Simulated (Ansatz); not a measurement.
# GeH3F (singlet): from Hartree-Fock to the top rungs at distance Ge1–F2 = 1.376 Å, cc-pVDZ

An exercise on one series of results from a longer session: the logs are not shown, and one member is left open.

The runs use Ansatz 0.2.0, Gaussian basis; cc-pVDZ, core rule «outside noble gas», up to 15 orbitals frozen.

The runs, in order: UHF; CCSD(T) on RHF; BCCD(T) on RHF; CISD; CCSDT(Q) on RHF; CASSCF and MRCISD+Q, 2 electrons in 2 orbitals; CASSCF and NEVPT2, 2 electrons in 2 orbitals.

36 further runs of the same task are left out: 7 for a known fault of the program, 1 for a mislabelled method, 26 that didn't finish, 2 set aside as unsound or not needed.

### The geometry

The geometry derives from a PBE0/def2-TZVP stationary point (not a proven minimum). One bond is set to the value named and the two fragments are kept rigid. No spin-orbit coupling is included. The filled d shell of Ge may be among the frozen orbitals whatever the setting's name suggests; the logs give the count.

5 atoms, charge 0, spin multiplicity 1.

Atoms are counted from 1 here; the program's logs count them from 0.

Bond lengths: Ge1–F2 1.376 Å, Ge1–H3 1.533 Å, Ge1–H4 1.533 Å, Ge1–H5 1.533 Å. Angles: F2–Ge1–H3 106.2°, F2–Ge1–H4 106.2°, F2–Ge1–H5 106.2°, H3–Ge1–H4 112.5°, H3–Ge1–H5 112.5°, H4–Ge1–H5 112.5°.

The first run:

Input file in.yaml:

```yaml
crystal:
  periodic: [false, false, false]
  atoms:
    - {symbol: Ge, position_ang: [-0.262448, -0.001877, 0.001206]}
    - {symbol: F, position_ang: [1.113502, 0.007965, -0.005118]}
    - {symbol: H, position_ang: [-0.701873, 1.466988, 0.004146]}
    - {symbol: H, position_ang: [-0.680221, -0.741708, 1.277444]}
    - {symbol: H, position_ang: [-0.691952, -0.740115, -1.272057]}
basis:
  gaussian: {orbitals: cc-pVDZ}
magnetization: {spin_polarized: true, initial_magnetization: 0}
hamiltonian: {xc: hf}
output: {orbitals: {seedname: orbitals}}
```

Run with:

```
> ansatz run in.yaml --threads 1 --pin off --events-out ev --progress --plain --max-ram 2393MiB
```

Among the steps run: UHF; CCSD(T) on RHF; BCCD(T) on RHF; CISD; CCSDT(Q) on RHF; CASSCF and MRCISD+Q, 2 electrons in 2 orbitals; CASSCF and NEVPT2, 2 electrons in 2 orbitals.

One table of the session follows, with a row left open; its other results are not shown here.

```
       method  from RCCSDT(Q) (meV)
          RHF               +8476.1
         RMP2                +791.2
        RCCSD                     ?
     RCCSD(T)                 +22.9
      BCCD(T)                 +20.6
       RCCSDT                 +10.8
    RCCSDT(Q)                     0
  CASSCF pair               +8106.2
  NEVPT2 pair                +805.6
  MRCISD pair                +639.2
MRCISD+Q pair                 +73.6
```

Q: Estimate the row for RCCSD from the others.

As computed: from RCCSDT(Q) (meV): +136.0. In the column «from RCCSDT(Q) (meV)» it lies between MRCISD+Q pair (+73.6) and MRCISD pair (+639.2).

Not comparable, so not listed: CISD (they don't share determinant, frozen orbitals or solution with the rows shown, or repeat one).
